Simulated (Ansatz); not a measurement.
# AsH₄− (triplet): from Hartree-Fock to the top rungs, aug-cc-pVTZ

One table from this session's results is given with a row withheld; the runs are named, their logs left out.

Computed with Ansatz 0.2.0, Gaussian basis. Level: aug-cc-pVTZ, core rule «outside noble gas», up to 14 orbitals frozen.

Plan: UHF; CCSD(T) on ROHF; CCSD(T) on UHF; BCCD(T) on ROHF; CCSDT(Q) on ROHF; CCSDT(Q) on UHF; CASSCF and NEVPT2, 10 electrons in 8 orbitals.

4 further runs of the same task are left out: 4 set aside as unsound or not needed.

### What is computed

The geometry is a PBE0/def2-TZVPD stationary point (not a proven minimum). No spin-orbit coupling is included. The filled d shell of As may be among the frozen orbitals whatever the setting's name suggests; the logs give the count.

5 atoms, charge -1, spin multiplicity 3.

Atoms are counted from 1 here; the program's logs count them from 0.

Bond lengths: As1–H2 1.669 Å, As1–H3 1.669 Å, As1–H4 1.669 Å, As1–H5 1.669 Å. Angles: H2–As1–H3 93.8°, H2–As1–H4 93.8°, H2–As1–H5 150.3°, H3–As1–H4 150.3°, H3–As1–H5 93.8°, H4–As1–H5 93.8°.

As a file:

```xyz
5
charge -1, multiplicity 3
As    0.00000    0.00000    0.00000
H     0.27035    0.98080    1.32282
H    -0.95755   -1.06993    0.85045
H     0.15702    1.24839   -1.09626
H     0.53017   -1.15926   -1.07701
```

Set-up of the first run:

The input, in.yaml:

```yaml
crystal:
  periodic: [false, false, false]
  atoms:
    - {symbol: As, position_ang: [0.000000, 0.000000, 0.000000]}
    - {symbol: H, position_ang: [0.270354, 0.980803, 1.322816]}
    - {symbol: H, position_ang: [-0.957546, -1.069929, 0.850450]}
    - {symbol: H, position_ang: [0.157024, 1.248386, -1.096259]}
    - {symbol: H, position_ang: [0.530168, -1.159260, -1.077008]}
basis:
  gaussian: {orbitals: aug-cc-pVTZ}
total_charge: -1
magnetization: {spin_polarized: true, initial_magnetization: 2}
hamiltonian: {xc: hf}
output: {orbitals: {seedname: orbitals}}
```

On the command line:

```sh
ansatz run in.yaml --threads 1 --pin off --events-out ev --progress --plain --max-ram 4096MiB --backend cpu
```

Among the steps run: UHF; CCSD(T) on ROHF; CCSD(T) on UHF; BCCD(T) on ROHF; CCSDT(Q) on ROHF; CCSDT(Q) on UHF; CASSCF and NEVPT2, 10 electrons in 8 orbitals.

One of the session's tables, all rows but one given; the rest of the session is left out.

```
        method  from UCCSDT(Q) (meV)
          ROHF               +6702.8
           UHF               +6522.2
          RMP2               +1131.1
          UMP2               +1180.8
         RCCSD                +332.9
         UCCSD                +324.5
      RCCSD(T)                 +51.3
      UCCSD(T)                 +50.8
       BCCD(T)                 +50.1
        RCCSDT                 +15.9
        UCCSDT                 +13.6
     RCCSDT(Q)                     ?
     UCCSDT(Q)                     0
CASSCF valence               +5786.7
NEVPT2 valence               +1314.3
```

Estimate the missing values for RCCSDT(Q).

As computed: from UCCSDT(Q) (meV): +2.5. In the column «from UCCSDT(Q) (meV)» it lies between UCCSDT(Q) (0) and UCCSDT (+13.6).

Limits of these values: Restricted and unrestricted rows rest on different reference determinants; where their highest levels disagree by more than a few hundredths of an eV, they describe different states and don't form one ladder.
